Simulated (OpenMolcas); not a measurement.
# One shape, several levels: CH3BClN (SMILES B/N=C\Cl)

Wanted: a comparison of 4 runs (HF/STO-3G, B3LYP/6-31G*, PBE0/def2-SVP, MP2/6-31G**) of CH3BClN. 

The results are computed with OpenMolcas 26.06.

### Step 1. The structure to begin with

CH3BClN: 7 atoms, total charge 0, spin state singlet. SMILES: `B/N=C\Cl`. The coordinates come from a GFN2-xTB relaxation.

Bond lengths: B1–N2 1.346 Å, N2–C3 1.228 Å, C3–Cl4 1.746 Å, B1–H5 1.169 Å, B1–H6 1.168 Å, C3–H7 1.084 Å. Angles: B1–N2–C3 172.5°, N2–C3–Cl4 122.8°, N2–B1–H5 118.3°, N2–B1–H6 118.5°, N2–C3–H7 124.9°, Cl4–C3–H7 112.2°, H5–B1–H6 123.1°.

### Step 2. Energy and gradient at HF/STO-3G (run 1)

File input.xyz:

```xyz
7

B     -0.267090     1.313350    -0.192840
N     -0.169610    -0.009910     0.030530
C      0.076410    -1.200350     0.204080
Cl     1.684530    -1.865310     0.062760
H     -0.494100     1.677370    -1.280010
H     -0.171850     2.040010     0.717230
H     -0.658290    -1.955160     0.458250
```

File run.inp:

```
* CH3BClN Hartree-Fock

&gateway
  baslib=$CurrDir
  coord=input.xyz
  basis=STO-3G
  group=NoSym

&seward

&scf
  thresholds=1e-10 1e-07 1e-07 1e-05
  prorbitals=1 1

&alaska
```

The basis set STO-3G is read from a file made from the Basis Set Exchange's data (not shown).

Run with:

```bash
$ export MOLCAS_MEM=1860
$ pymolcas run.inp > run.log
```

The log of the run:

```text
--- Start Module: gateway ---
[...]
--- Stop Module: gateway /rc=_RC_ALL_IS_WELL_ ---
[...]
      Basis functions           27
[...]
--- Start Module: scf ---
[...]
       Convergence after  12 Iterations
[...]
::    Total SCF energy                               -571.8257155029
[...]
      Total spin, S                                     0.0000000000
[...]
      Total electronic charge=   38.000000
      Total            charge=   -0.000000
[...]
      Dipole Moment (debye):
      Origin of the operator (angstrom)=    0.7089   -0.8471    0.0379
                   X= -1.5204E+00               Y= -2.8689E-01               Z=  2.9876E-01           Total=  1.5758E+00
      Quadrupole Moment (debye*angstrom):
[...]
--- Stop Module: scf /rc=_RC_ALL_IS_WELL_ ---
--- Start Module: alaska ---
[...]
 *              Molecular gradients               *
 **************************************************
  Irreducible representation: a
 ------------------------------------------------------------------------------------------
                              X                       Y                       Z
 ------------------------------------------------------------------------------------------
  B1                5.05197719224615E-03   -2.31966908028376E-02    3.60564987638012E-03
  N2                1.05856415229955E-03    5.33338596074895E-03   -1.16764017151011E-03
  C3                2.13292447595554E-02   -5.64242883469834E-03   -2.45203654746384E-03
  CL4              -3.24139840875723E-02    1.49754637587893E-02    2.55221412798134E-03
  H5               -1.71692275599356E-03   -5.23822044816269E-04   -4.97845043970147E-03
  H6               -1.27447162761557E-04    1.29031882373365E-03    4.94853638344095E-03
  H7                6.81856790220214E-03    7.76377313911647E-03   -2.50827322913327E-03
 ------------------------------------------------------------------------------------------
--- Stop Module: alaska /rc=_RC_ALL_IS_WELL_ ---
[...]
```

It took 1.2 s on 1 thread of Intel Xeon 6975P-C (Granite Rapids), shared host; peak memory 0.37 GiB.

### Step 3. Energy and gradient at B3LYP/6-31G(d) (Cartesian functions) (run 2)

File mol.input:

```
* CH3BClN Kohn-Sham DFT

&GATEWAY
  BASLIB
  $CurrDir
  COORD
  7
  angstrom
  B       -0.267090       1.313350      -0.192840
  N       -0.169610      -0.009910       0.030530
  C        0.076410      -1.200350       0.204080
  Cl       1.684530      -1.865310       0.062760
  H       -0.494100       1.677370      -1.280010
  H       -0.171850       2.040010       0.717230
  H       -0.658290      -1.955160       0.458250
  BASIS
  6-31Gs
  GROUP
  NoSym

&SEWARD
  GRIDINPUT
  Grid=UltraFine
  End of Grid

&SCF
  KSDFT
  B3LYP
  THRESHOLDS
  1e-10 1e-07 1e-07 1e-05
  PRORBITALS
  1 2

&ALASKA
```

The basis set 6-31G* is read from a file made from the Basis Set Exchange's data (not shown).

Run with:

```bash
$ export MOLCAS_MEM=1860
$ pymolcas mol.input > mol.log
```

The log of the run:

```text
--- Start Module: gateway ---
[...]
--- Stop Module: gateway /rc=_RC_ALL_IS_WELL_ ---
[...]
      Basis functions           70
[...]
--- Start Module: scf ---
[...]
       Convergence after  15 Iterations
[...]
::    Total KS-DFT energy                            -579.7149021286
[...]
      Total spin, S                                     0.0000000000
[...]
      Total electronic charge=   38.000000
      Total            charge=   -0.000000
[...]
      Dipole Moment (debye):
      Origin of the operator (angstrom)=    0.7089   -0.8471    0.0379
                   X= -9.2316E-01               Y= -9.5280E-01               Z=  3.2134E-01           Total=  1.3650E+00
      Quadrupole Moment (debye*angstrom):
[...]
--- Stop Module: scf /rc=_RC_ALL_IS_WELL_ ---
[...]
--- Start Module: alaska ---
[...]
 *              Molecular gradients               *
 **************************************************
  Irreducible representation: a
 ------------------------------------------------------------------------------------------
                              X                       Y                       Z
 ------------------------------------------------------------------------------------------
  B1                2.63625975172355E-03   -7.92946038289699E-03    1.16193665973174E-03
  N2                9.78235298816799E-04    1.02112267923262E-02   -2.02098322455202E-03
  C3                4.85609085576044E-03    2.09887801616393E-03   -1.17347321494776E-03
  CL4              -1.15035649712105E-02    7.16357810871315E-03    5.69281310265790E-04
  H5                2.14550413726977E-03   -5.39772573640085E-03    1.27281575975529E-02
  H6               -1.56937678860430E-03   -9.56267905912700E-03   -1.02454949267998E-02
  H7                2.45685171618737E-03    3.41618226125595E-03   -1.01942420125911E-03
 ------------------------------------------------------------------------------------------
--- Stop Module: alaska /rc=_RC_ALL_IS_WELL_ ---
[...]
```

Wall time 14 s (1 thread of Intel Xeon 6975P-C (Granite Rapids), shared host); peak memory 0.42 GiB.

Run 3 isn't shown in full; the table further down has it.

### Step 4. A single-point energy at MP2/6-31G(d,p) (spherical functions) (run 4)

File mol.input:

```
&gateway
  baslib=$CurrDir
  coord
  7
  angstrom
  B       -0.267090       1.313350      -0.192840
  N       -0.169610      -0.009910       0.030530
  C        0.076410      -1.200350       0.204080
  Cl       1.684530      -1.865310       0.062760
  H       -0.494100       1.677370      -1.280010
  H       -0.171850       2.040010       0.717230
  H       -0.658290      -1.955160       0.458250
  basis=6-31Gss
  group=NoSym

&seward

&scf
  thresholds=1e-10 1e-07 1e-07 1e-05
  prorbitals=1 1

&mbpt2
  frozen=8
```

The basis set 6-31G** is read from a file made from the Basis Set Exchange's data (not shown).

Run with:

```bash
$ export MOLCAS_MEM=1860
$ pymolcas mol.input > mol.log
```

The log of the run:

```text
--- Start Module: gateway ---
[...]
--- Stop Module: gateway /rc=_RC_ALL_IS_WELL_ ---
[...]
      Basis functions           75
[...]
--- Start Module: scf ---
[...]
       Convergence after  14 Iterations
[...]
::    Total SCF energy                               -578.2264150942
[...]
      Total spin, S                                     0.0000000000
[...]
      Total electronic charge=   38.000000
      Total            charge=   -0.000000
[...]
      Dipole Moment (debye):
      Origin of the operator (angstrom)=    0.7089   -0.8471    0.0379
                   X= -1.0834E+00               Y= -8.9601E-01               Z=  3.3712E-01           Total=  1.4458E+00
      Quadrupole Moment (debye*angstrom):
[...]
--- Stop Module: scf /rc=_RC_ALL_IS_WELL_ ---
[...]
--- Start Module: mbpt2 ---
[...]
WARNING!
Default frozen orbitals as non valence orbitals is overwritten by user input.
Default values:   8
[...]
       Reference weight ( Cref**2 )         =        0.84812
::    Total MBPT2 energy                             -578.7311961777
[...]
      Total MBPT2 calculations                           0.11      0.12
--- Stop Module: mbpt2 /rc=_RC_ALL_IS_WELL_ ---
[...]
```

Wall time 3.3 s (1 thread of Intel Xeon 6975P-C (Granite Rapids), shared host); peak memory 0.43 GiB.

### Step 5. All runs side by side

```csv
run,level,Cartesian functions,integration grid,energy (Eh),dipole moment (D) of the reference,HOMO energy (eV),LUMO energy (eV),wall time
1,HF/STO-3G,no,–,-571.825716,1.58,-9.93,6.57,1.2 s
2,B3LYP/6-31G* (Cartesian functions),yes,UltraFine,-579.714902,1.37,-8.04,-0.97,14 s
3,PBE0/def2-SVP,no,UltraFine,-579.176565,1.39,-8.30,-0.91,15 s
4,MP2/6-31G** (spherical functions),no,–,-578.731196,1.45,-11.26,3.48,3.3 s
```

### Step 6. Summary of results

| quantity | value |
| --- | --- |
| run 4: total energy | -578.73120 Eh |
| run 4: dipole moment (mean-field density) | 1.45 D |
| run 4: HOMO energy (Hartree–Fock orbitals) | -11.26 eV |
| run 4: LUMO energy (Hartree–Fock orbitals) | 3.48 eV |
| run 4: HOMO–LUMO gap (Hartree–Fock orbitals) | 14.74 eV |
| run 4: correlation energy (8 core orbitals frozen) | -504.8 mEh |

Over runs 1, 2, 3 the dipole moment (its size) runs from 1.37 D (B3LYP/6-31G*) to 1.58 D (HF/STO-3G). The two ends differ in method and basis. Over runs 1, 2, 3 the HOMO–LUMO gap runs from 7.07 eV (B3LYP/6-31G*) to 16.50 eV (HF/STO-3G). Totals of different functionals can't be ranked against each other. In run 1 the basis is minimal, so the values are rough. All runs together took 34 s, the longest 15 s.
